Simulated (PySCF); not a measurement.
**InH2Me: geometry, NMR shifts and electronic excitations**

Aim: predict the NMR shifts and electronic excitations of InH2Me (`[H][In]([H])[CH3]`).

Computed with PySCF 2.14.0, with density-fitted response routines of our own, on a single molecule in the gas phase. Atoms are numbered from 0 throughout.

**1. Starting geometry**

7 atoms, charge 0, multiplicity 1; geometry from: GFN2-xTB.

Bonds of the start (Å): In0–H1 1.74, In0–H2 1.74, In0–C3 2.21, C3–H4 1.09, C3–H5 1.09, C3–H6 1.09.

**2. Optimising the geometry at PBE0-D3(BJ)/def2-SVP**

What the job is given:

```
{"job": {"xc": "PBE0", "basis": "def2-SVP", "d3": "d3bj", "grid": 1, "maxiter": 40, "kind": "geom"}, "charge": 0, "multiplicity": 1}
In     0.568590     0.991370    -0.000130
H      2.300860     1.125080     0.031680
H     -0.185750     2.556250    -0.041890
C     -0.534230    -0.928610     0.003940
H     -0.624570    -1.305480    -1.014910
H     -1.532210    -0.778420     0.416970
H      0.007300    -1.660190     0.604340
```

Output:

```text
step   0  E = -231.11874481  max force = 0.015590
step   1  E = -231.12013573  max force = 0.004544
step   2  E = -231.12030529  max force = 0.001655
step   3  E = -231.12032064  max force = 0.000667
step   4  E = -231.12032545  max force = 0.000151
optimisation converged
```

Run time: 7.4 s. Hardware: 1 thread, shared host.

Step by step:

```
step  energy from step 0 (eV)  largest force component (eV/Å)
   0                   0.0000                          0.8017
   1                  -0.0378                          0.2337
   2                  -0.0425                          0.0851
   3                  -0.0429                          0.0343
   4                  -0.0430                          0.0078
```

Distances of close pairs at the start and the end, largest changes first:

```
  bond  before (Å)  after (Å)  change (Å)
In0–C3       2.214      2.166      -0.048
 C3–H4       1.090      1.102      +0.012
 C3–H6       1.090      1.100      +0.009
 C3–H5       1.090      1.099      +0.009
In0–H1       1.738      1.739      +0.002
In0–H2       1.738      1.739      +0.002
```

The end geometry stands in the next job.

```
                         at the end point                 value
rotational constants (GHz, main isotopes)  65.208, 7.080, 6.653
                        dipole moment (D)                  0.68
```

**3. NMR shieldings: PBE0/def2-TZVP+pcSseg-1**

What the job is given:

```
{"job": {"kind": "nmr", "xc": "PBE0", "basis": {"default": "pcSseg-1", "In": "def2-TZVP"}}, "charge": 0, "multiplicity": 1}
In     0.573134     0.998559     0.002643
H      2.312284     1.008136     0.027955
H     -0.284267     2.510900    -0.050702
C     -0.508822    -0.877622     0.015646
H     -0.594021    -1.251658    -1.017542
H     -1.524144    -0.751339     0.417419
H      0.025826    -1.636977     0.604581
```

Method: GIAO PBE0/pcSseg-1 In:def2-TZVP NMR shielding, scalar relativity only through core potentials, gas phase.

Output:

```text
coarse grid: 25632 points
cycle   1  E = -230.3663620425  dE = -3.212e+01  |g| = 1.950e+00  |ddm| = 4.511e+01
cycle   2  E = -229.8041649876  dE =  5.622e-01  |g| = 3.005e+00  |ddm| = 7.398e+00
cycle   3  E = -231.1478044697  dE = -1.344e+00  |g| = 1.022e-01  |ddm| = 2.831e+00
cycle   4  E = -231.1500777850  dE = -2.273e-03  |g| = 3.907e-02  |ddm| = 1.782e-01
cycle   5  E = -231.1504063164  dE = -3.285e-04  |g| = 1.465e-02  |ddm| = 4.355e-02
cycle   6  E = -231.1504659540  dE = -5.964e-05  |g| = 1.634e-03  |ddm| = 1.760e-02
cycle   7  E = -231.1504666816  dE = -7.276e-07  |g| = 1.729e-04  |ddm| = 2.309e-03
final grid: 52112 points
cycle   8  E = -231.1504897051  dE = -2.010e-09  |g| = 1.924e-04  |ddm| = 5.607e-04
cycle   9  E = -231.1504896991  dE =  6.044e-09  |g| = 2.428e-04  |ddm| = 3.731e-04
cycle  10  E = -231.1504897136  dE = -1.454e-08  |g| = 2.063e-05  |ddm| = 2.154e-04
cycle  11  E = -231.1504897137  dE = -9.317e-11  |g| = 1.672e-06  |ddm| = 2.436e-05
converged SCF energy = -231.1504897137

GIAO shielding tensors (ppm)
atom      isotropic    diamagn.    paramagn.     s11        s22        s33       span
  0 In         nan         nan         nan        nan        nan        nan        nan
  1 H       24.672      26.922      -2.250     17.456     19.863     36.698     19.242
  2 H       24.652      26.905      -2.253     17.450     19.814     36.693     19.243
  3 C      186.542     250.253     -63.711    164.187    191.030    204.411     40.224
  4 H       31.388      29.042       2.346     26.776     27.783     39.605     12.830
  5 H       30.608      29.234       1.374     25.415     28.119     38.290     12.875
  6 H       30.717      29.207       1.510     25.596     28.090     38.465     12.868
```

Wall time 3.4 s (1 thread, shared host).

The references, computed at this level on geometries of the same kind, shield at (ppm): ¹H TMS 31.27, ¹³C TMS 184.4. Their shielding less the atom's gives the shift. The references are single molecules in the gas phase. Atoms listed in one row are averaged.

```
     atoms                        environment  σ (ppm)  δ (ppm)
        C3           carbon bonded to In, 3 H    186.5     -2.1
    H1, H2       hydrogen on a In bonded to C    24.66     6.60
H4, H5, H6  hydrogen on a carbon bonded to In    30.90     0.36
```

Atoms past Kr carry core potentials, so their printed shieldings have no meaning and are left out of the table.

Charges from the same density, by scheme (e):

```
atoms  Mulliken  ESP fit
  In0      0.41     0.84
   C3     -0.60    -0.64
```

Mayer bond orders: In0–C3 0.98.

With diffuse functions Mulliken charges and Mayer bond orders lose their meaning; the other schemes are steadier.

**4. Excited states and response: B3LYP/def2-SVPD**

The job, as its differences from that of step 3:

```diff
@@ -1,2 +1,2 @@
-{"job": {"kind": "nmr", "xc": "PBE0", "basis": {"default": "pcSseg-1", "In": "def2-TZVP"}}, "charge": 0, "multiplicity": 1}
+{"job": {"kind": "uv", "xc": "B3LYP", "basis": "def2-SVPD", "ip": true, "nstates": 10}, "charge": 0, "multiplicity": 1}
 In     0.573134     0.998559     0.002643
```

Method: TDDFT B3LYP/def2-SVPD, vertical, gas phase, core orbitals frozen in the response.

Output:

```text
coarse grid: 25632 points
cycle   1  E = -230.3953796920  dE = -2.073e+01  |g| = 1.925e+00  |ddm| = 1.330e+01
cycle   2  E = -229.9830504557  dE =  4.123e-01  |g| = 2.699e+00  |ddm| = 7.906e+00
cycle   3  E = -231.2473767600  dE = -1.264e+00  |g| = 5.952e-02  |ddm| = 2.835e+00
cycle   4  E = -231.2483366597  dE = -9.599e-04  |g| = 3.467e-02  |ddm| = 1.851e-01
cycle   5  E = -231.2487312855  dE = -3.946e-04  |g| = 1.376e-02  |ddm| = 6.396e-02
cycle   6  E = -231.2487806552  dE = -4.937e-05  |g| = 2.853e-03  |ddm| = 1.696e-02
cycle   7  E = -231.2487831323  dE = -2.477e-06  |g| = 3.060e-04  |ddm| = 4.998e-03
final grid: 52112 points
cycle   8  E = -231.2488037166  dE =  4.988e-09  |g| = 4.004e-04  |ddm| = 1.899e-03
cycle   9  E = -231.2488036595  dE =  5.709e-08  |g| = 6.036e-04  |ddm| = 1.181e-03
cycle  10  E = -231.2488037640  dE = -1.044e-07  |g| = 2.679e-05  |ddm| = 6.695e-04
cycle  11  E = -231.2488037642  dE = -1.854e-10  |g| = 3.209e-06  |ddm| = 5.000e-05
converged SCF energy = -231.2488037642

Static polarisability (au): isotropic 54.399, principal 40.970 55.765 66.462

Singlet excitations
state   eV       nm        f      main configurations
  1   4.4612    277.9   0.00120   H->L 1.00
  2   4.7790    259.4   0.00001   H-1->L 1.00
  3   6.5704    188.7   0.10667   H->L+1 0.76, H->L+2 0.22
  4   6.8988    179.7   0.00268   H-1->L+1 0.79, H-1->L+2 0.17
  5   6.9425    178.6   0.16706   H->L+2 0.73, H->L+1 0.18
  6   7.2233    171.6   0.27784   H-1->L+2 0.76, H-1->L+1 0.12, H-1->L+3 0.09
  7   7.5343    164.6   0.19344   H->L+3 0.93
  8   7.7453    160.1   0.01717   H-1->L+3 0.50, H->L+4 0.40
  9   7.9792    155.4   0.00013   H-3->L 0.99
 10   8.0611    153.8   0.00491   H->L+5 0.79, H->L+4 0.20

Triplet excitations (Tamm-Dancoff, eV): 4.1785 4.3948 5.5971 5.8389
Vertical ionisation energy (delta-SCF) = 9.7481 eV
Vertical electron affinity (delta-SCF) = 0.0030 eV
```

Run time: 12 s. Hardware: 1 thread, shared host.

Frontier orbitals and where they lie:

```
orbital      eV                       atoms
 HOMO−3  -10.81   C3 50 %, H5 22 %, H6 19 %
 HOMO−2  -10.75   C3 50 %, H4 26 %, H6 12 %
 HOMO−1   -7.71  In0 40 %, H1 28 %, H2 28 %
   HOMO   -7.40   C3 40 %, In0 26 %, H2 9 %
   LUMO   -1.86    In0 72 %, H2 8 %, H1 8 %
 LUMO+1   -0.14   In0 48 %, C3 18 %, H2 9 %
 LUMO+2    0.18  In0 63 %, H2 13 %, H1 13 %
```

With each of the 10 states as a Gaussian band of 0.4 eV half-width at 1/e, the curve within the window shown has maxima at 171 nm (ε 20,000) L/(mol cm). Beyond the last state computed it falls off for lack of states. The curve at chosen wavelengths:

nm, ε (L/mol/cm) and a bar:
```
      148        293 
      155       3203 #####
      162      12157 ###################
      169      19620 ##############################
      176      18288 ############################
      182      13148 ####################
      189       7623 ############
      196       3550 #####
      203       1162 ##
      210        259 
      217         41 
      224          5 
      231          1 
      237          1 
      244          5 
      251         12 
      258         24 
      265         37 
      272         46 
      279         49 
      286         44 
      292         36 
      299         26 
      306         17 
      313         10 
      320          6
```

Ground-state properties from the same run:

```
           property  computed
  dipole moment (D)      0.68
polarisability (Å³)      8.06
 HOMO–LUMO gap (eV)      5.54
      −ε(HOMO) (eV)      7.40
```

**5. NMR shieldings: KT2/def2-TZVP+pcSseg-1**

The job, as its differences from that of step 4:

```diff
@@ -1,2 +1,2 @@
-{"job": {"kind": "uv", "xc": "B3LYP", "basis": "def2-SVPD", "ip": true, "nstates": 10}, "charge": 0, "multiplicity": 1}
+{"job": {"kind": "nmr", "xc": "KT2", "basis": {"default": "pcSseg-1", "In": "def2-TZVP"}, "pop": false}, "charge": 0, "multiplicity": 1}
 In     0.573134     0.998559     0.002643
```

Level: GIAO KT2/pcSseg-1 In:def2-TZVP NMR shielding, scalar relativity only through core potentials, gas phase.

Output:

```text
coarse grid: 25632 points
cycle   1  E = -232.0715712241  dE = -3.175e+01  |g| = 2.118e+00  |ddm| = 4.374e+01
cycle   2  E = -228.6378167287  dE =  3.434e+00  |g| = 5.420e+00  |ddm| = 9.320e+00
cycle   3  E = -233.0121088575  dE = -4.374e+00  |g| = 3.599e-01  |ddm| = 4.033e+00
cycle   4  E = -233.0329162871  dE = -2.081e-02  |g| = 1.563e-01  |ddm| = 5.794e-01
cycle   5  E = -233.0385367487  dE = -5.620e-03  |g| = 5.382e-02  |ddm| = 2.026e-01
cycle   6  E = -233.0393604408  dE = -8.237e-04  |g| = 1.242e-02  |ddm| = 7.885e-02
cycle   7  E = -233.0394140137  dE = -5.357e-05  |g| = 1.627e-03  |ddm| = 2.602e-02
cycle   8  E = -233.0394145012  dE = -4.875e-07  |g| = 3.328e-04  |ddm| = 1.555e-03
final grid: 52112 points
cycle   9  E = -233.0394492577  dE =  9.982e-09  |g| = 4.075e-04  |ddm| = 9.716e-04
cycle  10  E = -233.0394491796  dE =  7.810e-08  |g| = 6.509e-04  |ddm| = 1.118e-03
cycle  11  E = -233.0394492985  dE = -1.188e-07  |g| = 1.066e-04  |ddm| = 7.518e-04
cycle  12  E = -233.0394493010  dE = -2.537e-09  |g| = 7.638e-06  |ddm| = 1.126e-04
cycle  13  E = -233.0394493010  dE = -1.171e-11  |g| = 1.268e-06  |ddm| = 9.253e-06
converged SCF energy = -233.0394493010

GIAO shielding tensors (ppm)
atom      isotropic    diamagn.    paramagn.     s11        s22        s33       span
  0 In         nan         nan         nan        nan        nan        nan        nan
  1 H       24.207      26.870      -2.663     17.054     19.735     35.833     18.778
  2 H       24.186      26.854      -2.667     17.047     19.684     35.828     18.781
  3 C      182.011     251.509     -69.498    156.186    189.220    200.626     44.441
  4 H       31.221      29.155       2.066     26.875     27.734     39.053     12.179
  5 H       30.365      29.337       1.029     25.453     28.045     37.599     12.146
  6 H       30.483      29.310       1.173     25.633     28.022     37.795     12.162
```

It took 5 s on 1 thread, shared host.

Key values: δ C3 1.2, H1 6.98, H4 0.49 ppm (means over like atoms).

**6. Side by side: NMR shifts**

Shifts (ppm), means over like atoms, with basis size and wall time:

```
                    run    C3    H1    H4  functions   time
PBE0/def2-TZVP+pcSseg-1  -2.1  6.60  0.36         92  3.4 s
 KT2/def2-TZVP+pcSseg-1   1.2  6.98  0.49         92    5 s
```

**7. Outcome**

```
                                                                        quantity                        value
                                            rotational constants (main isotopes)        65.21, 7.08, 6.65 GHz
                                ¹³C shifts against TMS (PBE0/def2-TZVP+pcSseg-1)                     -2.1 ppm
¹H shifts against TMS (PBE0/def2-TZVP+pcSseg-1, means over atoms taken as alike)               6.60, 0.36 ppm
                                                lowest singlet (B3LYP/def2-SVPD)  4.46 eV (278 nm), f = 0.001
                                        brightest single state of those computed  state 6, 7.22 eV, f = 0.278
                                                                  lowest triplet                      4.18 eV
                                               vertical ionisation energy (ΔSCF)                      9.75 eV
                                               vertical electron affinity (ΔSCF)                      0.00 eV
                                                        range of the shift of C3              -2.1 to 1.2 ppm
```

**Reading.** The optimisation took 4 steps and gained 0.043 eV; among the close pairs (by a distance rule), In0–C3 changed most, from 2.214 to 2.166 Å. At PBE0/def2-TZVP+pcSseg-1: The largest span, 40 ppm, is at C3, where the paramagnetic term is -64 ppm. The first singlet state (HOMO→LUMO 1.00) lies at 4.46 eV and is weak; of the 10 states computed, the strongest absorption comes from state 6 at 7.22 eV. The lowest triplet lies 0.28 eV below the lowest singlet (triplets in Tamm-Dancoff, singlets in full TDDFT). Spin-orbit coupling, left out, mixes singlets and triplets in elements this heavy. ΔSCF puts the ionisation energy at 9.75 eV, 2.35 eV above −ε(HOMO). Across the 2 runs the shift of C3 moves most, between -2.1 (PBE0/def2-TZVP+pcSseg-1) and 1.2 ppm (KT2/def2-TZVP+pcSseg-1). Spin-orbit coupling is left out, which matters for shieldings and couplings at and beside the heavy atoms.
